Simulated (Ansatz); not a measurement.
# Pb: the cost of one run

Method: DFT PBEsol, scalar-relativistic, in Ansatz 0.2.0.

### Step 1. The starting structure

It takes space group P6_3/mmc (No. 194, hexagonal). Conventional cell: a = 3.480 Å, b = 3.480 Å, c = 5.590 Å, α = 90.00°, β = 90.00°, γ = 120.00°. Pb (site symmetry -6m2) is surrounded by 12 Pb at 3.44 to 3.48 Å.

Coordinates:

```cif
data_structure
_symmetry_space_group_name_H-M 'P6_3/mmc'
_symmetry_Int_Tables_number 194
_cell_length_a 3.4800
_cell_length_b 3.4800
_cell_length_c 5.5900
_cell_angle_alpha 90.000
_cell_angle_beta 90.000
_cell_angle_gamma 120.000
_cell_volume 58.63
loop_
_atom_site_label
_atom_site_type_symbol
_atom_site_symmetry_multiplicity
_atom_site_Wyckoff_symbol
_atom_site_fract_x
_atom_site_fract_y
_atom_site_fract_z
_atom_site_occupancy
Pb1 Pb 2 c 0.33333 0.66667 0.25000 1
```

The file gives the conventional cell by its symmetry; the runs use the cell typed in the input.

Atoms are numbered in the order of the input: Pb1, Pb2.

### Step 2. After the deformation

Space group P6_3/mmc before, P-1 after.

### Step 3. All-electron LAPW

File input.yaml:

```yaml
crystal:
  lattice:
    - [3.4800006906, 0.0174000034, 0.0174000034]
    - [-1.7249315003, 3.0050690015, 0.0063688433]
    - [0.02795, 0.02795, 5.59]
  atoms:
    - { symbol: Pb, position: [0.3333333333, 0.6666666667, 0.25] }
    - { symbol: Pb, position: [0.6666666667, 0.3333333333, 0.75] }
kpoints:
  mp_grid: { grid: [14, 14, 8] }
  band_path:
    path:
      - [0.0, 0.0, 0.0]
      - [0.0, -0.5, 0.0]
      - [0.0, 0.0, 0.5]
      - [0.0, 0.0, 0.0]
      - [-0.5, 0.0, 0.0]
      - [-0.5, 0.5, -0.5]
      - [0.0, 0.0, 0.0]
      - [-0.5, 0.0, -0.5]
      - [-0.5, 0.5, 0.0]
    npoints: 5
scf:
  occupations: { method: fermi_dirac, width: 0.08 }
hamiltonian:
  xc: pbesol
  pseudopotentials: { kind: all_electron, lapw: { basis_error: 0.0005 } }
output:
  forces: true
  stress: true
  eigenvalues: true
```

On the command line:

```sh
> ansatz run input.yaml --threads 1 --pin off --max-ram 3072MiB --backend cpu --events-out ev --progress --plain --runs-dir out
```

Q: Estimate wall time and peak memory on 1 thread of Intel Xeon Platinum 8488C (Sapphire Rapids), shared host.

About 3.9 min, with a peak of 2.3 GiB.
